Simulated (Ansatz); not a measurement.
# CHFSSi (SMILES F[SiH]=C=S): functionals against CCSD(T) at one geometry

The atoms stand at a structure displaced at random from a GFN2-xTB minimum. How far do the functionals agree with CCSD(T) there?

Program: Ansatz 0.2.0, Gaussian basis. Level of theory: single points in def2-TZVPP. These are calculated values, not measurements.

Correlated methods freeze the cores.

## (1) The system as given

SMILES `F[SiH]=C=S`, 5 atoms, charge 0, spin multiplicity 1.

Atoms are counted from 1 here; the program's logs count them from 0.

Bond lengths: F1–Si2 1.678 Å, Si2–C3 1.916 Å, Si2–H5 1.368 Å, C3–S4 1.653 Å. Angles: F1–Si2–C3 108.2°, F1–Si2–H5 109.6°, C3–Si2–H5 123.0°, Si2–C3–S4 145.4°.

Coordinates:

```
F     1.36780    1.44780   -0.25040
Si    0.00180    0.72190    0.39870
C    -0.18930   -1.01100   -0.39590
S    -1.16550   -1.99350   -1.29760
H    -0.02880    0.92870    1.75100
```

## (2) CCSD(T)/def2-TZVPP

run/in.yaml reads:

```yaml
crystal:
  periodic: [false, false, false]
  atoms:
    - {symbol: F, position_ang: [1.367800, 1.447800, -0.250400]}
    - {symbol: Si, position_ang: [0.001800, 0.721900, 0.398700]}
    - {symbol: C, position_ang: [-0.189300, -1.011000, -0.395900]}
    - {symbol: S, position_ang: [-1.165500, -1.993500, -1.297600]}
    - {symbol: H, position_ang: [-0.028800, 0.928700, 1.751000]}
basis:
  gaussian: {orbitals: def2-TZVPP}
correlation: {method: ccsd_t}
output: {forces: true}
```

No record of the launch command was kept for these runs.

## (3) PBE0-D4/def2-TZVPP

Edit run/in.yaml of step 2 so:

```diff
@@ -10,3 +10,3 @@
   gaussian: {orbitals: def2-TZVPP}
-correlation: {method: ccsd_t}
-output: {forces: true}
+hamiltonian: {xc: pbe0, dispersion: d4}
+output: {forces: true, orbitals: {seedname: orbitals}}
```

## (4) wB97M-V/def2-TZVPP

Edit run/in.yaml of step 3 so:

```diff
@@ -10,3 +10,3 @@
   gaussian: {orbitals: def2-TZVPP}
-hamiltonian: {xc: pbe0, dispersion: d4}
-output: {forces: true, orbitals: {seedname: orbitals}}
+hamiltonian: {xc: {name: wB97M-V}}
+output: {forces: true}
```

## (5) r2SCAN-D4/def2-TZVPP

Edit run/in.yaml of step 4 so:

```diff
@@ -10,3 +10,3 @@
   gaussian: {orbitals: def2-TZVPP}
-hamiltonian: {xc: {name: wB97M-V}}
+hamiltonian: {xc: r2scan, dispersion: d4}
 output: {forces: true}
```

## (6) PBE-D4/def2-TZVPP

Edit run/in.yaml of step 5 so:

```diff
@@ -10,3 +10,3 @@
   gaussian: {orbitals: def2-TZVPP}
-hamiltonian: {xc: r2scan, dispersion: d4}
+hamiltonian: {xc: pbe, dispersion: d4}
 output: {forces: true}
```

## (7) BLYP-D4/def2-TZVPP

Edit run/in.yaml of step 6 so:

```diff
@@ -10,3 +10,3 @@
   gaussian: {orbitals: def2-TZVPP}
-hamiltonian: {xc: pbe, dispersion: d4}
+hamiltonian: {xc: {name: BLYP}, dispersion: d4}
 output: {forces: true}
```

## (8) CAM-B3LYP-D4/def2-TZVPP

Edit run/in.yaml of step 7 so:

```diff
@@ -10,3 +10,3 @@
   gaussian: {orbitals: def2-TZVPP}
-hamiltonian: {xc: {name: BLYP}, dispersion: d4}
+hamiltonian: {xc: {name: CAM-B3LYP}, dispersion: d4}
 output: {forces: true}
```

(Steps that only read results are left out.)

What does the calculation give? Wanted: energy less free atoms, CCSD(T)/def2-TZVPP; RMS force component; RMS force error; HOMO and LUMO, PBE0-D4; T1 diagnostic.

As calculated:

| quantity | value |
| --- | --- |
| energy less free atoms, CCSD(T)/def2-TZVPP | -1650.8 kJ/mol |
| RMS force component | 1.721 to 2.074 eV/Å over the methods |
| RMS force error | PBE0-D4 0.321, wB97M-V 0.359, r2SCAN-D4 0.212, PBE-D4 0.245, BLYP-D4 0.290, CAM-B3LYP-D4 0.391 eV/Å |
| HOMO and LUMO, PBE0-D4 | -6.08 and -3.49 eV |
| T1 diagnostic | 0.023 |

Against CCSD(T) the functionals' energies less atoms differ by -145.5 to -18.4 kJ/mol, PBE-D4 by -145.5 kJ/mol. The reference is not at the basis limit: in triple zeta CCSD(T) underbinds, which counts against methods that bind more; the gaps are no ranking. For forces r2SCAN-D4 does best and CAM-B3LYP-D4 worst. Frozen-core CCSD(T) forces in triple zeta carry basis errors of their own, and this is one geometry, so small gaps rank nothing. The restricted Hartree–Fock reference is unstable towards an unrestricted one at one or more of these structures.
